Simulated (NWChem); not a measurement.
# C3H7Br (1-bromopropane) at HF/LANL2DZ (core potential)

Aim: the electronic atomisation energy of C3H7Br (1-bromopropane) at HF/LANL2DZ (core potential), from 4 runs. 

Program for the calculation: NWChem 7.3.0.

## Step 1: The structure to begin with

The species is C3H7Br (11 atoms), meant as a singlet with charge 0. SMILES: `CCCBr`. Geometry: relaxed at PBE0-D4/def2-TZVP. This is one conformer, not always the lowest.

Bond lengths: C1–C2 1.517 Å, C2–C3 1.510 Å, C3–Br4 1.953 Å, C1–H5 1.092 Å, C1–H6 1.092 Å, C1–H7 1.093 Å, C2–H8 1.094 Å, C2–H9 1.098 Å, C3–H10 1.089 Å, C3–H11 1.088 Å. Some angles: C1–C2–C3 114.2°, C2–C3–Br4 112.5°, C1–C2–H8 110.4°, C1–C2–H9 109.7°, C3–C2–H8 109.3°, C3–C2–H9 106.4°, C2–C1–H5 111.0°, C2–C1–H6 110.9°, C2–C1–H7 111.1°, C2–C3–H10 112.1°.

## Step 2: A single-point energy at HF/LANL2DZ (core potential) (run 1)

Input file c3h7br.nw:

```
start c3h7br
title "C3H7Br energy"
memory stack 880 mb heap 220 mb global 1100 mb

geometry units angstrom noautosym nocenter noautoz
 C    -0.555400    1.176300    0.174600
 C    -0.232700   -0.258200    0.548300
 C     0.751200   -0.933400   -0.376500
 Br    0.042600   -1.165200   -2.181600
 H    -1.020500    1.228900   -0.811600
 H    -1.242800    1.621500    0.896400
 H     0.349400    1.789900    0.151000
 H    -1.148000   -0.854800    0.598800
 H     0.212600   -0.288200    1.551000
 H     1.664500   -0.352300   -0.499500
 H     1.004600   -1.937400   -0.042700
end

basis spherical bse
 * library LANL2DZ
end

ecp bse
 Br library LANL2DZ
end

scf
 thresh 1e-08
 maxiter 80
 noprint "final vectors analysis"
end

task scf energy
```

Launch:

```
$ nwchem c3h7br.nw > c3h7br.out
```

The log of the run:

```text
[...]
  functions       =    49
[...]
  wavefunction    = RHF
[...]
         Total SCF energy =   -130.568627465739
      One-electron energy =   -396.372173563918
      Two-electron energy =    155.953009741474
 Nuclear repulsion energy =    109.850536356704
        Time for solution =      3.4s
[...]
```

Wall time 4.5 s (1 thread of Intel Xeon 6975P-C (Granite Rapids), shared host); peak memory 0.099 GiB.

## Step 3: The Br atom (run 2)

Input file br.xyz:

```xyz
1
Br
Br     0.000000     0.000000     0.000000
```

Input file br.nw:

```
START br
TITLE "Br"
memory 2200 mb

GEOMETRY units angstroms noautosym nocenter noautoz
 load br.xyz
END

BASIS spherical bse
 Br library LANL2DZ
END

ECP bse
 Br library LANL2DZ
END

SCF
 doublet
 uhf
 thresh 1e-08
 maxiter 80
 noprint "final vectors analysis"
END

TASK scf energy
```

Launch:

```
$ nwchem br.nw > br.out
```

The log of the run:

```text
[...]
  functions       =     8
[...]
  wavefunction    = UHF
[...]
         Total SCF energy =    -12.918721267136
      One electron energy =    -21.642247800102
      Two electron energy =      8.723526532966
 Nuclear repulsion energy =      0.000000000000
                       Sz =      0.5000
                 Sz(Sz+1) =      0.7500
                      S^2 =      0.7503
[...]
```

Wall time 0.69 s (1 thread of Intel Xeon 6975P-C (Granite Rapids), shared host); peak memory 0.097 GiB.

## Step 4: The C atom at the same level (run 3)

Input file geom.nw:

```
start geom
title "C"
memory total 2200 mb

geometry units angstrom noautosym nocenter noautoz
 C        0.000000       0.000000       0.000000
end

basis spherical bse
 * library LANL2DZ
end

scf
 triplet
 uhf
 thresh 1e-08
 maxiter 80
 print low
end

task scf
```

Run the same way, it converges to -37.68557 Eh (log not shown).

## Step 5: The H atom at the same level (run 4)

Input file geom.nw:

```
START geom
TITLE "H"
memory stack 880 mb heap 220 mb global 1100 mb

GEOMETRY units angstroms noautosym nocenter noautoz
  H      0.000000     0.000000     0.000000
END

BASIS "ao basis" spherical bse
  H library LANL2DZ
END

SCF
  doublet
  uhf
  thresh 1e-08
  maxiter 80
  noprint "final vectors analysis"
END

TASK scf
```

Launch:

```
$ nwchem geom.nw > geom.out
```

The log of the run:

```text
[...]
  functions       =     2
[...]
  wavefunction    = UHF
[...]
         Total SCF energy =     -0.497638539532
      One electron energy =     -0.497638539532
      Two electron energy =      0.000000000000
 Nuclear repulsion energy =      0.000000000000
                       Sz =      0.5000
                 Sz(Sz+1) =      0.7500
                      S^2 =      0.7500
[...]
```

It took 0.62 s on 1 thread of Intel Xeon 6975P-C (Granite Rapids), shared host; peak memory 0.097 GiB.

## Step 6: Overview of the runs

```csv
run,level,core potential,partner,energy (Eh),dipole moment (D),wall time
1,HF/LANL2DZ (core potential),LANL2DZ,base,-130.568627,2.65,4.5 s
2,UHF/LANL2DZ (core potential),LANL2DZ,atoms,-12.918721,0.00,0.69 s
3,UHF/LANL2DZ,–,atoms,-37.685571,–,0.77 s
4,UHF/LANL2DZ,–,atoms,-0.497639,0.00,0.62 s
```

## Step 7: What came out

At HF/LANL2DZ (core potential):

```
                     quantity        value
         H atom: total energy  -0.49764 Eh
        H atom: dipole moment       0.00 D
                 H atom: ⟨S²⟩        0.750
electronic atomisation energy    30.197 eV
```

Taking the molecule apart into free atoms costs 30.20 eV (696 kcal/mol), before zero-point energy and without spin-orbit coupling. Hartree–Fock lacks the correlation of the bonding pairs, which as a rule makes this value much too low; in minimal bases other errors can mask that. The basis has no polarisation functions, which makes bonds too weak. All runs together took 6.6 s, the longest 4.5 s.
